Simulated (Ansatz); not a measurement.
# CH₄BrInO₂: a ladder of functionals and wavefunction methods

The task here is to estimate one member of a computed series from the others.

Method: functionals in def2-TZVPP, the program's frozen cores in correlated methods; program: Ansatz 0.2.0, Gaussian basis.

Plan: PBE-D4, r2SCAN-D4, PBE0-D4, B3LYP-D4, ωB97X-V, ωB97M-V, B2PLYP; CCSD(T)/def2-TZVPP; MP2/def2-QZVPP; extrapolation to the limit.

## The relaxed structure

An earlier PBE0-D4 in a triple-zeta def2 set relaxation fixed the geometry. In takes the def2 core potential; no spin-orbit term is included.

SMILES `C[O][In]([OH])[Br]`, 9 atoms, charge 0, spin multiplicity 1.

Atoms are counted from 1 here; the program's logs count them from 0.

Bond lengths: C1–O2 1.408 Å, C1–H6 1.097 Å, C1–H7 1.095 Å, C1–H8 1.097 Å, O2–In3 1.968 Å, In3–O4 1.964 Å, In3–Br5 2.442 Å, O4–H9 0.962 Å. Angles: O2–C1–H6 113.6°, O2–C1–H7 108.7°, O2–C1–H8 110.8°, H6–C1–H7 107.7°, H6–C1–H8 107.8°, H7–C1–H8 108.0°, C1–O2–In3 123.0°, O2–In3–O4 118.4°, O2–In3–Br5 119.8°, O4–In3–Br5 121.8°, In3–O4–H9 111.2°.

Set-up of the first run:

in.yaml reads:

```yaml
crystal:
  periodic: [false, false, false]
  atoms:
    - {symbol: C, position_ang: [-1.557368, -0.586810, -0.281651]}
    - {symbol: O, position_ang: [-0.247922, -0.323215, -0.726888]}
    - {symbol: In, position_ang: [1.135806, 0.475286, 0.422406]}
    - {symbol: O, position_ang: [2.883462, 0.891196, -0.371495]}
    - {symbol: Br, position_ang: [0.664458, 0.879601, 2.783888]}
    - {symbol: H, position_ang: [-1.637137, -0.701512, 0.806639]}
    - {symbol: H, position_ang: [-1.902544, -1.518925, -0.741226]}
    - {symbol: H, position_ang: [-2.241407, 0.214898, -0.584598]}
    - {symbol: H, position_ang: [2.902652, 0.669480, -1.307086]}
basis:
  gaussian: {orbitals: def2-TZVPP}
hamiltonian: {xc: pbe, dispersion: d4}
output: {forces: true, orbitals: {seedname: orbitals}}
```

Launch:

```sh
$ ansatz run in.yaml --threads 2 --pin off --events-out ev --progress --plain --max-ram 22528MiB --backend cpu
```

Steps of the session up to this table: PBE-D4 (GGA); r2SCAN-D4 (meta-GGA); PBE0-D4 (hybrid); B3LYP-D4 (hybrid); ωB97X-V (range-separated); ωB97M-V (range-separated); B2PLYP (double hybrid); CCSD(T) in def2-TZVPP; MP2 in def2-QZVPP.

One table of the session follows, with a row left open; its other results are not shown here.

| method | atomisation energy (kcal/mol) |
| --- | --- |
| PBE-D4 | ? |
| r2SCAN-D4 | 719.6 |
| PBE0-D4 | 711.3 |
| B3LYP-D4 | 708.3 |
| ωB97X-V | 718.8 |
| ωB97M-V | 716.1 |
| B2PLYP | 705.6 |
| HF/def2-TZVPP | 487.7 |
| MP2/def2-TZVPP | 718.1 |
| CCSD/def2-TZVPP | 684.6 |
| CCSD(T)/def2-TZVPP | 699.3 |
| MP2/CBS | 743.8 |
| CCSD(T)/CBS | 725.0 |

Q: Estimate the row for PBE-D4 from the others.

As computed: atomisation energy (kcal/mol): 731.9. In the column «atomisation energy (kcal/mol)» it lies between CCSD(T)/CBS (725.0) and MP2/CBS (743.8).

To keep in mind: Free atoms (1 C, 2 O, 1 In, 1 Br, 4 H) were run apart at each level; the atomisation energy is their sum less the molecule, without zero-point or spin-orbit terms.
